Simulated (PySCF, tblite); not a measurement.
**H₅O₄PSi, a fragment of a glass network (dimer): infrared bands, NMR shifts and K edges**

Aim: the infrared bands, NMR shifts and K edges of `O=P(O)(O)O[SiH3]`. It is drawn as: P Si, H ends, O bridges.

Computed with tblite 0.8.0 and PySCF 2.14.0; each step states its level. No surroundings beyond the atoms listed, unless a continuum is named. Atoms count from 0, parts from 1.

## 1. Starting point

11 atoms, charge 0, multiplicity 1; geometry: distance geometry start.

## 2. Relaxing the cluster with GFN2-xTB

What the job is given:

```
{"job": {"kind": "relax", "xc": "GFN2-xTB", "basis": "xTB"}, "charge": 0, "multiplicity": 1}
O     -0.654289    -1.444734     1.788438
P     -0.350308     0.193412     1.327589
O     -1.843761     1.104249     1.554826
O      0.862986     0.865635     2.342312
O      0.111764     0.240413    -0.304446
Si     0.155217    -1.131043    -1.421156
H     -2.677404     0.874795     1.143429
H      1.269384     0.430144     3.094330
H      0.148422    -0.665671    -2.776424
H      1.310360    -1.905811    -1.174751
H     -1.001130    -1.918121    -1.180964
```

With the program's defaults for keys left out, this is: GFN2-xTB geometry optimisation, gas phase.

Started as:

```
OMP_NUM_THREADS=1 python cluster_run.py task.json out
```

The driver reads the jobs from task.json and runs them one after another.

Log:

```text
step      E/eV     max force
  0    -630.25226    7.525
  1    -631.83180    3.507
  2    -631.80729   13.342
  3    -632.56443    1.717
  4    -632.77332    1.436
  5    -632.99185    1.829
  6    -633.11433    1.142
  7    -633.25555    0.702
  8    -633.27151    0.497
  9    -633.31085    0.661
 10    -633.35333    1.039
 11    -633.37916    0.864
 12    -633.39032    0.325
 13    -633.39558    0.195
 14    -633.39882    0.350
 15    -633.40504    0.407
 16    -633.40813    0.227
 17    -633.40975    0.096
 18    -633.41069    0.131
 19    -633.41172    0.173
 20    -633.41274    0.141
 21    -633.41375    0.118
 22    -633.41475    0.114
 23    -633.41565    0.133
 24    -633.41626    0.085
 25    -633.41670    0.065
 26    -633.41724    0.100
 27    -633.41816    0.193
 28    -633.41964    0.261
 29    -633.42140    0.243
 30    -633.42291    0.154
 31    -633.42415    0.108
 32    -633.42518    0.111
 33    -633.42601    0.107
 34    -633.42658    0.065
 35    -633.42702    0.067
 36    -633.42747    0.089
 37    -633.42801    0.119
 38    -633.42853    0.083
 39    -633.42892    0.033
 40    -633.42900    0.034
 41    -633.42917    0.039
 42    -633.42930    0.035
 43    -633.42947    0.039
 44    -633.42964    0.056
 45    -633.42997    0.073
 46    -633.43042    0.075
 47    -633.43088    0.056
 48    -633.43122    0.048
 49    -633.43145    0.051
 50    -633.43167    0.052
 51    -633.43205    0.058
 52    -633.43258    0.148
 53    -633.43289    0.079
 54    -633.43354    0.077
 55    -633.43398    0.082
 56    -633.43430    0.041
 57    -633.43447    0.025
 58    -633.43458    0.033
 59    -633.43463    0.033
 60    -633.43470    0.024
 61    -633.43482    0.035
 62    -633.43504    0.060
 63    -633.43538    0.082
 64    -633.43576    0.087
 65    -633.43603    0.094
 66    -633.43626    0.070
 67    -633.43647    0.050
 68    -633.43674    0.074
 69    -633.43719    0.143
 70    -633.43793    0.191
 71    -633.43881    0.174
 72    -633.43917    0.055
 73    -633.43941    0.027
 74    -633.43951    0.031
 75    -633.43962    0.031
 76    -633.43980    0.031
 77    -633.44005    0.049
 78    -633.44029    0.053
 79    -633.44042    0.036
 80    -633.44046    0.016
 81    -633.44048    0.016
 82    -633.44051    0.016
 83    -633.44057    0.017
 84    -633.44062    0.018
 85    -633.44067    0.017
 86    -633.44071    0.017
 87    -633.44076    0.019
 88    -633.44081    0.022
 89    -633.44089    0.027
 90    -633.44101    0.027
 91    -633.44120    0.036
 92    -633.44143    0.042
 93    -633.44168    0.045
 94    -633.44196    0.062
 95    -633.44243    0.090
 96    -633.44316    0.096
 97    -633.44468    0.098
 98    -633.44526    0.084
 99    -633.44627    0.073
100    -633.44709    0.071
101    -633.44808    0.088
102    -633.44895    0.072
103    -633.44954    0.042
104    -633.44943    0.102
105    -633.45007    0.070
106    -633.45038    0.036
107    -633.45076    0.051
108    -633.45113    0.044
109    -633.45142    0.027
110    -633.45153    0.024
111    -633.45162    0.022
112    -633.45169    0.023
113    -633.45175    0.026
114    -633.45183    0.023
115    -633.45198    0.026
116    -633.45213    0.035
117    -633.45228    0.038
118    -633.45247    0.054
119    -633.45276    0.062
120    -633.45318    0.069
121    -633.45369    0.062
122    -633.45407    0.125
123    -633.45454    0.041
124    -633.45474    0.074
125    -633.45500    0.029
126    -633.45509    0.022
127    -633.45514    0.016
128    -633.45516    0.011
129    -633.45517    0.009
130    -633.45517    0.004
```

It took 5.3 s on 1 thread of Intel Xeon at 2.50GHz, shared host.

Step by step:

| step | energy from step 0 (eV) | largest force (eV/Å) |
| --- | --- | --- |
| 0 | 0.0000 | 7.5249 |
| 5 | -2.7396 | 1.8289 |
| 10 | -3.1011 | 1.0393 |
| 15 | -3.1528 | 0.4066 |
| 20 | -3.1605 | 0.1414 |
| 25 | -3.1644 | 0.0644 |
| 30 | -3.1707 | 0.1541 |
| 35 | -3.1748 | 0.0673 |
| 40 | -3.1767 | 0.0337 |
| 45 | -3.1777 | 0.0732 |
| 50 | -3.1794 | 0.0518 |
| 55 | -3.1817 | 0.0813 |
| 60 | -3.1824 | 0.0244 |
| 65 | -3.1838 | 0.0934 |
| 70 | -3.1857 | 0.1905 |
| 75 | -3.1874 | 0.0307 |
| 80 | -3.1882 | 0.0163 |
| 85 | -3.1884 | 0.0172 |
| 90 | -3.1888 | 0.0276 |
| 95 | -3.1902 | 0.0902 |
| 100 | -3.1948 | 0.0706 |
| 105 | -3.1978 | 0.0701 |
| 110 | -3.1993 | 0.0236 |
| 115 | -3.1997 | 0.0260 |
| 120 | -3.2009 | 0.0686 |
| 125 | -3.2027 | 0.0292 |
| 130 | -3.2029 | 0.0046 |

Close pairs (by a distance rule), those that changed most:

| bond | before (Å) | after (Å) | change (Å) |
| --- | --- | --- | --- |
| O0–P1 | 1.729 | 1.462 | -0.267 |
| P1–O2 | 1.764 | 1.590 | -0.174 |
| P1–O3 | 1.719 | 1.588 | -0.131 |
| O4–Si5 | 1.769 | 1.641 | -0.128 |
| P1–O4 | 1.697 | 1.570 | -0.127 |
| Si5–H9 | 1.413 | 1.464 | +0.051 |
| Si5–H10 | 1.419 | 1.461 | +0.042 |
| Si5–H8 | 1.433 | 1.459 | +0.026 |

## 3. Harmonic vibrations: GFN2-xTB

What the job is given:

```
{"job": {"kind": "ir", "xc": "GFN2-xTB", "basis": "xTB"}, "charge": 0, "multiplicity": 1}
O     -1.026773    -0.830578     1.447668
P     -0.377074     0.333622     0.848760
O     -1.132711     1.709530     1.102849
O      1.096431     0.618458     1.367425
O     -0.205773     0.315124    -0.711701
Si     0.507203    -0.795638    -1.686168
H     -2.065082     1.540982     1.223301
H      1.196062     0.230248     2.235191
H      0.098067    -0.224242    -2.964220
H      1.950804    -0.774408    -1.445488
H     -0.041152    -2.123098    -1.417617
```

Method: GFN2-xTB harmonic vibrations, gas phase.

Log:

```text
mode    cm-1     km/mol
  1      39.8      3.81
  2      91.6      1.51
  3     107.0      4.14
  4     177.8     79.21
  5     208.0     87.71
  6     297.5     11.89
  7     340.6     63.60
  8     373.7     54.65
  9     411.1     49.31
 10     448.7    114.96
 11     604.1     47.86
 12     625.0      7.76
 13     698.9    102.39
 14     725.8    215.02
 15     777.6    163.10
 16     802.2    510.57
 17     823.4     36.53
 18     860.1    326.48
 19     879.4    214.64
 20     927.6    267.85
 21     996.9    497.30
 22    1276.7    412.09
 23    2243.5    289.51
 24    2270.6    171.62
 25    2298.6    250.82
 26    3626.6     56.52
 27    3641.3     55.51
```

Wall time 0.94 s (1 thread of Intel Xeon at 2.50GHz, shared host); peak memory 0.18 GiB.

The strongest bands and the atoms that carry them:

| cm⁻¹ | km/mol | atoms |
| --- | --- | --- |
| 802 | 510.6 | H8 26 %, H9 20 %, H10 17 %, O3 12 % |
| 860 | 326.5 | P1 43 %, O3 23 %, O2 16 %, H7 12 % |
| 928 | 267.9 | H7 35 %, H6 33 %, O3 13 % |
| 997 | 497.3 | O4 74 % |
| 1277 | 412.1 | O0 57 %, P1 40 % |
| 2244 | 289.5 | H9 91 % |

## 4. Shielding tensors: PBE0/pcSseg-1

The job, as its differences from that of step 3:

```diff
@@ -1,2 +1,2 @@
-{"job": {"kind": "ir", "xc": "GFN2-xTB", "basis": "xTB"}, "charge": 0, "multiplicity": 1}
+{"job": {"kind": "nmr", "xc": "PBE0", "basis": "pcSseg-1"}, "charge": 0, "multiplicity": 1}
 O     -1.026773    -0.830578     1.447668
```

Level: GIAO PBE0/pcSseg-1 NMR shielding, non-relativistic, gas phase.

Log:

```text
coarse grid: 10696 points
cycle   1  E = -933.9079908401  dE =  1.351e+00  |g| = 1.264e+00  |ddm| = 3.238e+00
cycle   2  E = -933.5977908434  dE =  3.102e-01  |g| = 1.818e+00  |ddm| = 1.929e+00
cycle   3  E = -934.1702832081  dE = -5.725e-01  |g| = 2.457e-01  |ddm| = 1.294e+00
cycle   4  E = -934.1806442666  dE = -1.036e-02  |g| = 6.276e-02  |ddm| = 1.849e-01
cycle   5  E = -934.1812731072  dE = -6.288e-04  |g| = 1.204e-02  |ddm| = 3.676e-02
cycle   6  E = -934.1812951880  dE = -2.208e-05  |g| = 5.111e-03  |ddm| = 1.051e-02
cycle   7  E = -934.1812993499  dE = -4.162e-06  |g| = 1.246e-03  |ddm| = 3.318e-03
final grid: 95544 points
cycle   8  E = -934.2561981175  dE = -1.573e-05  |g| = 9.294e-03  |ddm| = 1.402e-02
cycle   9  E = -934.2561847385  dE =  1.338e-05  |g| = 1.282e-02  |ddm| = 1.200e-02
cycle  10  E = -934.2562113711  dE = -2.663e-05  |g| = 1.377e-03  |ddm| = 7.566e-03
cycle  11  E = -934.2562116880  dE = -3.169e-07  |g| = 3.297e-04  |ddm| = 1.022e-03
cycle  12  E = -934.2562117052  dE = -1.722e-08  |g| = 9.332e-05  |ddm| = 2.435e-04
cycle  13  E = -934.2562117066  dE = -1.389e-09  |g| = 3.521e-05  |ddm| = 7.289e-05
cycle  14  E = -934.2562117068  dE = -1.933e-10  |g| = 7.310e-06  |ddm| = 2.389e-05
converged SCF energy = -934.2562117068

GIAO shielding tensors (ppm)
atom      isotropic    diamagn.    paramagn.     s11        s22        s33       span
  0 O      178.444     398.461    -220.017    144.749    169.082    221.501     76.752
  1 P      324.683     967.212    -642.529    251.650    263.234    459.165    207.515
  2 O      227.272     389.231    -161.960    184.531    194.329    302.955    118.425
  3 O      233.225     391.582    -158.357    194.083    201.941    303.653    109.570
  4 O      245.559     401.644    -156.085    196.219    241.944    298.513    102.294
  5 Si     383.672     880.073    -496.401    345.447    357.273    448.295    102.847
  6 H       28.606      30.097      -1.491     21.545     23.870     40.403     18.857
  7 H       28.693      30.392      -1.699     21.571     23.769     40.737     19.166
  8 H       26.744      29.143      -2.399     22.874     25.104     32.255      9.382
  9 H       26.545      29.520      -2.975     22.828     25.445     31.361      8.533
 10 H       26.485      29.610      -3.125     22.920     25.433     31.102      8.182
```

Wall time 38 s (1 thread of Intel Xeon at 2.50GHz, shared host); peak memory 0.7 GiB.

Shifts follow as δ = σ(reference) − σ, with reference shieldings (ppm) from runs at the same level and on the same kind of geometry: ¹H TMS 31.72, ²⁹Si TMS 349.2, ¹⁷O H2O 336.1, ³¹P H3PO4 318.4. The references are single molecules in the gas phase, so shifts against H2O, NH3, PH3, H3PO4 or CFCl3 are not on the usual liquid scales and can be off by tens of ppm.

| atoms | environment | σ (ppm) | δ (ppm) |
| --- | --- | --- | --- |
| H10 | hydrogen on a silicon bonded to O | 26.49 | 5.23 |
| H9 | hydrogen on a silicon bonded to O | 26.54 | 5.17 |
| H8 | hydrogen on a silicon bonded to O | 26.74 | 4.97 |
| H6 | hydrogen on an oxygen bonded to P | 28.61 | 3.11 |
| H7 | hydrogen on an oxygen bonded to P | 28.69 | 3.02 |
| O0 | P=O oxygen | 178.4 | 157.6 |
| O2 | oxygen bonded to P, H | 227.3 | 108.8 |
| O3 | oxygen bonded to P, H | 233.2 | 102.9 |
| O4 | oxygen bonded to P, Si | 245.6 | 90.5 |
| P1 | phosphorus bonded to 4 O | 324.7 | -6.3 |
| Si5 | silicon bonded to O, 3 H | 383.7 | -34.5 |

The run also stored atomic charges by several schemes (e):

| atoms | Mulliken | IAO | Hirshfeld | ESP fit |
| --- | --- | --- | --- | --- |
| O0 | -0.61 | -0.92 | -0.41 | -0.67 |
| P1 | 1.28 | 2.01 | 0.55 | 1.13 |
| O2 | -0.46 | -0.75 | -0.24 | -0.61 |
| O3 | -0.47 | -0.75 | -0.23 | -0.56 |
| O4 | -0.67 | -0.85 | -0.24 | -0.42 |
| Si5 | 0.70 | 0.87 | 0.40 | 0.59 |

Mayer bond orders: O0–P1 1.90, P1–O2 1.08, P1–O3 1.06, P1–O4 1.03, O4–Si5 0.84.

## 5. K-edge absorption: BHandHLYP/def2-SVPD+aug-pcX-1+pcseg-1

The job, as its differences from that of step 4:

```diff
@@ -1,2 +1,2 @@
-{"job": {"kind": "nmr", "xc": "PBE0", "basis": "pcSseg-1"}, "charge": 0, "multiplicity": 1}
+{"job": {"kind": "xas", "xc": "BHandHLYP", "basis": {"default": "aug-pcX-1", "H": "pcseg-1", "P": "def2-SVPD", "Si": "def2-SVPD"}}, "charge": 0, "multiplicity": 1}
 O     -1.026773    -0.830578     1.447668
```

With the program's defaults for keys left out, this is: core-valence-separated TDA BHandHLYP/aug-pcX-1 H:pcseg-1 P:def2-SVPD Si:def2-SVPD, K edges, non-relativistic, gas phase.

Log:

```text
coarse grid: 10696 points
cycle   1  E = -934.1933679855  dE =  1.297e+00  |g| = 1.154e+00  |ddm| = 3.745e+00
cycle   2  E = -934.1299142453  dE =  6.345e-02  |g| = 1.326e+00  |ddm| = 1.922e+00
cycle   3  E = -934.4208856670  dE = -2.910e-01  |g| = 1.392e-01  |ddm| = 1.034e+00
cycle   4  E = -934.4236646893  dE = -2.779e-03  |g| = 5.984e-02  |ddm| = 1.300e-01
cycle   5  E = -934.4242550770  dE = -5.904e-04  |g| = 5.693e-03  |ddm| = 4.580e-02
cycle   6  E = -934.4242607366  dE = -5.660e-06  |g| = 2.369e-03  |ddm| = 7.388e-03
final grid: 95544 points
cycle   7  E = -934.5037940010  dE = -6.499e-05  |g| = 3.322e-03  |ddm| = 1.746e-02
cycle   8  E = -934.5037934427  dE =  5.583e-07  |g| = 3.455e-03  |ddm| = 4.829e-03
cycle   9  E = -934.5037953749  dE = -1.932e-06  |g| = 4.821e-04  |ddm| = 2.672e-03
cycle  10  E = -934.5037954077  dE = -3.281e-08  |g| = 1.930e-04  |ddm| = 4.319e-04
cycle  11  E = -934.5037954138  dE = -6.145e-09  |g| = 3.755e-05  |ddm| = 1.433e-04
cycle  12  E = -934.5037954141  dE = -2.758e-10  |g| = 1.058e-05  |ddm| = 4.391e-05
converged SCF energy = -934.5037954141

O K edge
   eV          f      from atoms
  531.845   0.00625   O0
  532.694   0.02266   O0
  532.896   0.02146   O0
  532.951   0.01871   O2
  533.045   0.01882   O3
  533.249   0.00836   O4
  534.016   0.00094   O0
  534.063   0.02597   O0
  534.312   0.00313   O0
  534.406   0.00432   O0
  534.631   0.01672   O4
  534.683   0.01035   O0
  534.871   0.02447   O2
  534.916   0.02456   O3
  534.999   0.01660   O4
  535.012   0.00241   O0
  535.159   0.00575   O0
  535.199   0.01230   O4
  535.435   0.00188   O4
  535.481   0.01817   O3
```

Wall time 34 s (1 thread of Intel Xeon at 2.50GHz, shared host); peak memory 0.8 GiB.

## 6. NMR shieldings: PBE0/pcSseg-1

The job, as its differences from that of step 5:

```diff
@@ -1,2 +1,2 @@
-{"job": {"kind": "xas", "xc": "BHandHLYP", "basis": {"default": "aug-pcX-1", "H": "pcseg-1", "P": "def2-SVPD", "Si": "def2-SVPD"}}, "charge": 0, "multiplicity": 1}
+{"job": {"kind": "nmr", "xc": "PBE0", "basis": "pcSseg-1", "pop": false, "scf": {"aux": "def2-universal-jkfit"}}, "charge": 0, "multiplicity": 1}
 O     -1.026773    -0.830578     1.447668
```

Level: GIAO PBE0/pcSseg-1 NMR shielding, non-relativistic, gas phase.

Log:

```text
final grid: 95544 points
cycle   1  E = -933.9798671122  dE =  1.353e+00  |g| = 1.273e+00  |ddm| = 3.237e+00
cycle   2  E = -933.6670575323  dE =  3.128e-01  |g| = 1.826e+00  |ddm| = 1.938e+00
cycle   3  E = -934.2451098568  dE = -5.781e-01  |g| = 2.472e-01  |ddm| = 1.302e+00
cycle   4  E = -934.2555960680  dE = -1.049e-02  |g| = 6.354e-02  |ddm| = 1.864e-01
cycle   5  E = -934.2562398804  dE = -6.438e-04  |g| = 1.218e-02  |ddm| = 3.721e-02
cycle   6  E = -934.2562625414  dE = -2.266e-05  |g| = 5.151e-03  |ddm| = 1.062e-02
cycle   7  E = -934.2562667613  dE = -4.220e-06  |g| = 1.273e-03  |ddm| = 3.352e-03
cycle   8  E = -934.2562670499  dE = -2.886e-07  |g| = 1.833e-04  |ddm| = 1.003e-03
cycle   9  E = -934.2562670561  dE = -6.255e-09  |g| = 3.133e-05  |ddm| = 1.859e-04
cycle  10  E = -934.2562670563  dE = -1.698e-10  |g| = 1.190e-05  |ddm| = 2.992e-05
converged SCF energy = -934.2562670563

GIAO shielding tensors (ppm)
atom      isotropic    diamagn.    paramagn.     s11        s22        s33       span
  0 O      178.444     398.461    -220.017    144.748    169.081    221.501     76.753
  1 P      324.682     967.211    -642.529    251.650    263.234    459.163    207.513
  2 O      227.274     389.231    -161.957    184.532    194.333    302.956    118.425
  3 O      233.225     391.582    -158.356    194.083    201.940    303.653    109.570
  4 O      245.557     401.644    -156.087    196.218    241.942    298.512    102.294
  5 Si     383.672     880.073    -496.401    345.447    357.274    448.294    102.846
  6 H       28.606      30.097      -1.491     21.545     23.869     40.403     18.858
  7 H       28.692      30.392      -1.699     21.571     23.769     40.737     19.166
  8 H       26.745      29.143      -2.399     22.874     25.104     32.256      9.382
  9 H       26.545      29.520      -2.975     22.828     25.445     31.361      8.533
 10 H       26.485      29.610      -3.125     22.920     25.433     31.102      8.182
```

It took 30 s on 1 thread of Intel Xeon at 2.50GHz, shared host; peak memory 0.66 GiB.

In short: δ O0 157.6, O2 108.8, O3 102.9, O4 90.5, H10 5.23, H9 5.17 ppm.

## 7. Summary of results

```
                                 quantity                                                  value
strongest single infrared mode (GFN2-xTB)                                               802 cm⁻¹
    ¹H shifts against TMS (PBE0/pcSseg-1)                       5.23, 5.17, 4.97, 3.11, 3.02 ppm
   ¹⁷O shifts against H2O (PBE0/pcSseg-1)                          157.6, 108.8, 102.9, 90.5 ppm
 ³¹P shifts against H3PO4 (PBE0/pcSseg-1)                                               -6.3 ppm
  ²⁹Si shifts against TMS (PBE0/pcSseg-1)                                              -34.5 ppm
                                 O K edge  first line 531.85 eV, strongest 534.06 eV (f = 0.026)
```

No mode is imaginary at GFN2-xTB; the softest lies at 40 cm⁻¹. At PBE0/pcSseg-1: The widest tensor belongs to P1: span 208 ppm, with a paramagnetic part of -643 ppm. At the O edge the strongest single line lifts a 1s electron of O0 into several orbitals, led by LUMO+16 (weight 0.17), 2.2 eV above the first line. Absolute edge energies from this method are off by several eV; spacings are better. A capped cluster stands for the solid here, so long-range fields and strain are missing, and bands or shifts of the capping hydrogens have no counterpart in it.
